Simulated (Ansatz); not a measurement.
# Sr4Ba4Ti8O24: the cost of one run

All numbers are computed with Ansatz 0.2.0 (PAW, plane waves).

## Step 1: Starting point

40 atoms (4 Sr, 4 Ba, 8 Ti, 24 O); a = 7.862 Å, b = 7.862 Å, c = 7.862 Å, α = 90.00°, β = 90.00°, γ = 90.00°. All atoms were shaken off their sites by about 0.02 Å along each axis; atoms next to an added one may be pushed further to make room.

The runs, in order: (2) PBEsol cell relaxation at the single k point (¼, ¼, ¼), on 1 × NVIDIA H100 80GB HBM3 with 4 threads of AMD EPYC 7R13; (3) HSE06 single point at the single k point (¼, ¼, ¼), on 1 × NVIDIA H100 80GB HBM3 with 4 threads of AMD EPYC 7R13.

## Step 2: Relaxing cell and atoms with PBEsol

in.yaml reads:

```yaml
crystal:
  lattice:
    - [7.861620, 0.000000, 0.000000]
    - [0.000000, 7.861620, 0.000000]
    - [0.000000, 0.000000, 7.861620]
  atoms:
    - { symbol: Sr, position: [0.001333, 0.995513, 0.998821] }
    - { symbol: Sr, position: [0.003837, 0.499547, 0.495014] }
    - { symbol: Sr, position: [0.501371, 0.993727, 0.498470] }
    - { symbol: Sr, position: [0.501317, 0.499410, 0.003711] }
    - { symbol: Ba, position: [0.999093, 0.997975, 0.502106] }
    - { symbol: Ba, position: [0.997783, 0.503382, 0.997963] }
    - { symbol: Ba, position: [0.504557, 0.000606, 0.002618] }
    - { symbol: Ba, position: [0.502121, 0.496781, 0.501007] }
    - { symbol: Ti, position: [0.249814, 0.254517, 0.251025] }
    - { symbol: Ti, position: [0.252307, 0.247295, 0.748140] }
    - { symbol: Ti, position: [0.250973, 0.754675, 0.252631] }
    - { symbol: Ti, position: [0.249770, 0.748181, 0.750743] }
    - { symbol: Ti, position: [0.748896, 0.249582, 0.252606] }
    - { symbol: Ti, position: [0.754759, 0.250540, 0.752053] }
    - { symbol: Ti, position: [0.742614, 0.749624, 0.251894] }
    - { symbol: Ti, position: [0.754758, 0.752459, 0.750957] }
    - { symbol: O, position: [0.251753, 0.252406, 0.001873] }
    - { symbol: O, position: [0.250664, 0.249739, 0.498485] }
    - { symbol: O, position: [0.253425, 0.753654, 0.004952] }
    - { symbol: O, position: [0.248233, 0.746128, 0.501585] }
    - { symbol: O, position: [0.750800, 0.247431, 0.002476] }
    - { symbol: O, position: [0.751025, 0.245593, 0.498418] }
    - { symbol: O, position: [0.746713, 0.749273, 0.999381] }
    - { symbol: O, position: [0.748742, 0.744325, 0.501143] }
    - { symbol: O, position: [0.000390, 0.253108, 0.250597] }
    - { symbol: O, position: [0.999723, 0.246893, 0.752008] }
    - { symbol: O, position: [0.997736, 0.748578, 0.252163] }
    - { symbol: O, position: [0.000557, 0.752857, 0.747388] }
    - { symbol: O, position: [0.500080, 0.244604, 0.248649] }
    - { symbol: O, position: [0.502247, 0.252006, 0.749854] }
    - { symbol: O, position: [0.501826, 0.749770, 0.248491] }
    - { symbol: O, position: [0.497750, 0.753398, 0.748415] }
    - { symbol: O, position: [0.250400, 0.996831, 0.251681] }
    - { symbol: O, position: [0.251339, 0.998967, 0.752075] }
    - { symbol: O, position: [0.253160, 0.501884, 0.247740] }
    - { symbol: O, position: [0.254763, 0.499754, 0.748955] }
    - { symbol: O, position: [0.744581, 0.997653, 0.253145] }
    - { symbol: O, position: [0.746167, 0.002655, 0.749866] }
    - { symbol: O, position: [0.750679, 0.501252, 0.249238] }
    - { symbol: O, position: [0.746674, 0.500301, 0.751141] }
  symmetry: { detect: false }
kpoints:
  mp_grid: { grid: [1, 1, 1], shift: [0.25, 0.25, 0.25] }
hamiltonian:
  xc: pbesol
scf:
  occupations: { method: fermi_dirac, width: 0.01 }
relax:
  f_tol: 0.03
  max_steps: 80
  escape_saddle: false
  adjacent_minimum: "off"
  cell: { fix: [shape] }
output:
  forces: true
  eigenvalues: true
  populations: true
```

Run with:

```
$ ansatz run in.yaml --threads 4 --pin off --max-ram 42750MiB --runs-dir r --events-out ev --progress --plain --backend cuda --devices 0, --max-vram 37GiB
```

**Question.** How long does this run take on 1 × NVIDIA H100 80GB HBM3 with 4 threads of AMD EPYC 7R13, shared host, and how much memory does it need?

About 11 s, with a peak of 1.4 GiB on the host.
